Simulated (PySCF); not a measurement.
**A diatomic session: SeO−**

An exercise on one series of results from a longer session: the logs are not shown, and one member is left open.

The runs use PySCF 2.14.0; Se aug-pcseg-1, O aug-pcseg-1, no relativity.

The first run:

A driver script around PySCF takes these settings:

| Quantity | Value |
| --- | --- |
| atoms | Se, O |
| charge | -1 |
| basis | Se aug-pcseg-1, O aug-pcseg-1 |
| Hamiltonian | no relativity |
| basis functions | 59 |
| electrons treated | 43 |
| masses in u | 79.9165, 15.9949 |
| levels | PBE0, PBE, r²SCAN, B3LYP, BHandHLYP, M06-2X, HSE06, HF, MP2, SCS-MP2, CCSD, CCSD(T) |
| grid | 80 radial by 434 angular points |
| occupations | held fixed by the projection of orbital angular momentum |
| dissociation limit | Se− + O, each in its ground configuration |
| starting distance in angstrom | 1.815 |
| values of 2S to try | 1, 3 |

Started as:

```sh
> OMP_NUM_THREADS=1 python dia.py task.json out
```

Among the steps run: Input; PBE0 along the bond; Excited determinants; PBE; r²SCAN (meta-GGA); B3LYP (global hybrid GGA); BHandHLYP (global hybrid GGA); M06-2X (hybrid meta-GGA); HSE06 (range-separated hybrid); UHF (mean field); Adding correlation.

One of the session's tables, all rows but one given; the rest of the session is left out.

Energy (eV) from each level's lowest point:

```
R (Å)    UHF  UHF-MP2  UHF-SCS-MP2  UHF-CCSD  UHF-CCSD(T)
1.513  1.198    1.038        1.047       n/a          n/a
1.583  0.540    0.311        0.325     0.663        0.692
1.653      ?        ?            ?         ?            ?
1.706  0.067    0.012        0.000     0.068        0.075
1.759  0.008    0.123        0.082     0.000        0.000
1.812  0.000    0.256        0.187     0.008        0.000
1.882  0.049    0.443        0.343     0.104        0.083
1.970  0.176    0.705        0.578     0.315        0.277
2.076  0.368    1.131        0.995     0.642        0.585
2.216  0.563    1.827        1.689       n/a          n/a
```

**Question.** Estimate the row for R (Å) = 1.653.

Worked estimate for «UHF». A straight line through the neighbours (1.583, 0.540) and (1.706, 0.067) gives 0.540 + (0.067 − 0.540) × (1.653 − 1.583) / (1.706 − 1.583) = 0.271; a parabola fitted to 4 rows on both sides gives 0.177.

The run gave: UHF: 0.195; UHF-MP2: 0.000; UHF-SCS-MP2: 0.009; UHF-CCSD: 0.234; UHF-CCSD(T): 0.249. In «UHF» the line misses by +0.076 and the parabola by -0.018.
